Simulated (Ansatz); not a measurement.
Crystal: CaTiS2.

```xyz
4
Lattice="3.6451 0.0000 0.0000 -1.8226 3.1568 0.0000 0.0000 0.0000 6.5415" Properties=species:S:1:pos:R:3 pbc="T T T"
Ti    0.0000    0.0000    0.0000
Ca    0.0000    0.0000    3.2708
S     1.8226    1.0523    1.4369
S     0.0000    2.1045    5.1046
```

The cell comes from a database or a generator and needn't be the stable form of this composition.

| Quantity | Value |
| --- | --- |
| Program | Ansatz 0.2.0 |
| Task | single point |
| Functional | PBE |
| Potentials or basis | Ansatz PAW |
| Cutoff | 420 eV (not typed: the program's choice for these potentials) |
| k mesh | 8 × 8 × 4 |
| Occupations | fermi-dirac, width 0.05 eV |
| Spin | no spin polarisation |

On this cell: pressure 0.2 GPa; largest force 0.015 eV/Å; band gap on the k mesh none (metal or under the smearing width).

The same run follows on a disturbed copy (atoms moved at random, drawn with an rms of 0.05 Å):

```xyz
4
Lattice="3.6451 0.0000 0.0000 -1.8226 3.1568 0.0000 0.0000 0.0000 6.5415" Properties=species:S:1:pos:R:3 pbc="T T T"
Ti   -0.0275    0.0041    0.0097
Ca   -0.0027    0.0027    3.3004
S     1.8573    1.0682    1.4678
S     0.0295    2.1136    5.1260
```

What changes?

The energy (extrapolated to zero smearing) moves by +3.9 meV/atom; pressure 0.3 GPa; largest force 0.434 eV/Å; band gap on the k mesh none (metal or under the smearing width).

Forces on the atoms (eV/Å):
```
Ti   0.387  0.052  0.190
Ca   0.122  0.036 -0.085
S   -0.256 -0.047 -0.083
S   -0.253 -0.041 -0.023
```
